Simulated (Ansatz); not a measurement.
A nudged elastic band was laid between two geometries of a periodic cell of 31 atoms, TiAl₃₀ (host Al, host structure fcc, dopant Ti, one Al atom removed).

Computed with Ansatz 0.2.0, DFT PBE-D3(BJ), scalar-relativistic, plane waves, PAW. Settings: PAW set soft_1, cutoff 420 eV, k mesh 3x3x3, fermi-dirac smearing 0.15 eV, no spin polarisation.

```json
{"movable images": "5", "climbing image": "yes", "spring": "5.0 eV/Å²", "optimiser": "quadratic models (default)", "start path": "IDPP", "force threshold": "0.03 eV/Å", "iteration limit": "19", "end points": "relaxed"}
```

Initial state:

```xyz
31
Lattice="8.1000 0.0000 0.0000 0.0000 8.1000 0.0000 0.0000 0.0000 8.1000" Properties=species:S:1:pos:R:3
Al 4.059 0.009 0.007
Al 6.071 2.036 0.009
Al 6.075 0.010 2.025
Al 0.004 0.006 0.020
Al 2.036 2.030 0.019
Al 4.055 4.058 0.009
Al 6.090 6.078 -0.008
Al 2.045 -0.021 2.071
Al 4.051 2.034 2.031
Al 6.073 4.059 2.029
Al 4.007 -0.023 4.036
Al 6.060 2.029 4.050
Al 6.060 0.005 6.077
Al 0.009 4.060 0.019
Al 2.050 6.090 0.015
Al 0.015 2.033 2.033
Al 2.045 4.094 2.068
Ti 4.083 6.085 1.996
Al 0.016 -0.003 4.076
Al 2.019 2.041 4.066
Al 4.017 4.094 4.039
Al 6.062 6.091 4.032
Al 2.008 -0.001 6.068
Al 4.050 2.035 6.068
Al 6.064 4.061 6.076
Al 0.066 6.084 2.077
Al 0.008 4.073 4.078
Al -0.024 2.030 6.105
Al 2.006 4.072 6.073
Al 4.007 6.082 6.018
Al 0.022 6.085 6.058
```

Final state:

Only the atoms that move by more than 0.05 Å are listed.
```
Al7 6.051 6.075 0.024
Al15 2.070 6.075 0.061
Ti18 1.992 6.075 4.083
Al22 6.014 6.075 4.005
Al26 0.013 6.075 2.047
```

(1) Which bonds break or form, and what moves?

(2) Give the energies along the band, and the barrier.

(3) What is the geometry of the highest image?

Results:

(1) Contacts lost: Al1–Ti18, Al3–Ti18, Al6–Ti18, Al7–Ti18, Al10–Ti18, Al15–Ti18, Ti18–Al22. Contacts made: Ti18–Al19, Ti18–Al23, Ti18–Al26, Ti18–Al27, Ti18–Al29, Ti18–Al30, Ti18–Al31. The atom that moves furthest is Ti18, by 2.95 Å; four of its nearest neighbours are Al7 2.84, Al1 2.84, Al15 2.84, Al6 2.84 Å at the first end and Al31 2.84, Al26 2.84, Al30 2.84, Al19 2.84 Å at the last.

(2) The run converged. The highest image is number 3 of 0 to 6, 1.12 eV above the ends, which have the same energy within 2 meV. The order of the stationary point at the top wasn't checked. Limits of this set-up: coarse k mesh, a small cell, in which the defect meets its images.

```json
{"image": "0", "path coordinate (Å)": "0.00", "energy (eV)": "0.00", "Al1–Ti18 (Å)": "2.84", "Al3–Ti18 (Å)": "2.84", "Al6–Ti18 (Å)": "2.84"}
{"image": "1", "path coordinate (Å)": "0.55", "energy (eV)": "0.25", "Al1–Ti18 (Å)": "2.98", "Al3–Ti18 (Å)": "2.98", "Al6–Ti18 (Å)": "2.98"}
{"image": "2", "path coordinate (Å)": "1.11", "energy (eV)": "0.83", "Al1–Ti18 (Å)": "3.30", "Al3–Ti18 (Å)": "3.29", "Al6–Ti18 (Å)": "3.30"}
{"image": "3", "path coordinate (Å)": "1.66", "energy (eV)": "1.12", "Al1–Ti18 (Å)": "3.72", "Al3–Ti18 (Å)": "3.71", "Al6–Ti18 (Å)": "3.72"}
{"image": "4", "path coordinate (Å)": "2.22", "energy (eV)": "0.83", "Al1–Ti18 (Å)": "4.17", "Al3–Ti18 (Å)": "4.17", "Al6–Ti18 (Å)": "4.17"}
{"image": "5", "path coordinate (Å)": "2.77", "energy (eV)": "0.25", "Al1–Ti18 (Å)": "4.63", "Al3–Ti18 (Å)": "4.63", "Al6–Ti18 (Å)": "4.63"}
{"image": "6", "path coordinate (Å)": "3.33", "energy (eV)": "0.00", "Al1–Ti18 (Å)": "4.96", "Al3–Ti18 (Å)": "4.96", "Al6–Ti18 (Å)": "4.96"}
```

(3) 
```xyz
31
Lattice="8.1000 0.0000 0.0000 0.0000 8.1000 0.0000 0.0000 0.0000 8.1000" Properties=species:S:1:pos:R:3:forces:R:3
Al 4.056 -0.074 0.040 0.00 0.00 0.00
Al 6.076 2.030 0.005 0.00 0.00 0.00
Al 6.033 -0.078 2.020 0.00 0.00 0.00
Al -0.012 0.017 -0.009 0.00 0.00 0.00
Al 2.032 2.030 -0.068 0.00 0.00 0.00
Al 4.056 4.133 0.040 0.00 0.00 0.00
Al 6.090 6.080 -0.016 0.00 0.00 0.01
Al 1.984 0.193 1.986 0.00 0.00 0.00
Al 4.114 2.030 1.963 0.00 0.00 0.00
Al 6.033 4.138 2.020 0.00 0.00 0.00
Al 4.094 0.198 4.096 0.00 0.00 0.00
Al 6.150 2.029 4.043 0.00 0.00 0.00
Al 6.089 0.022 6.091 0.00 0.00 0.00
Al -0.012 4.042 -0.009 0.00 0.00 0.00
Al 2.064 6.080 0.110 0.00 0.00 0.00
Al -0.071 2.030 2.035 0.00 0.00 0.00
Al 1.985 3.867 1.987 0.00 0.00 0.00
Ti 3.044 6.081 3.046 0.00 -0.01 0.00
Al 0.038 -0.074 4.059 0.00 0.00 0.00
Al 1.961 2.030 4.117 0.00 0.00 0.00
Al 4.094 3.861 4.097 0.00 0.01 0.00
Al 5.971 6.080 4.018 0.00 0.00 0.00
Al 2.018 -0.078 6.036 0.00 0.00 0.00
Al 4.041 2.029 6.152 0.00 0.00 0.00
Al 6.089 4.037 6.091 0.00 0.00 0.00
Al 0.107 6.080 2.066 0.00 0.00 0.00
Al 0.038 4.133 4.059 0.00 0.00 0.00
Al 0.002 2.030 6.079 0.00 0.00 0.00
Al 2.018 4.138 6.036 0.00 0.00 0.00
Al 4.015 6.080 5.974 0.00 0.00 0.00
Al -0.019 6.080 6.093 0.01 0.00 0.00
```

Run time: 14 min on 4 threads of Intel(R) Xeon(R) Platinum 8259CL CPU @ 2.50GHz (Skylake/Cascade Lake) (shared host), peak memory 3.9 GiB.
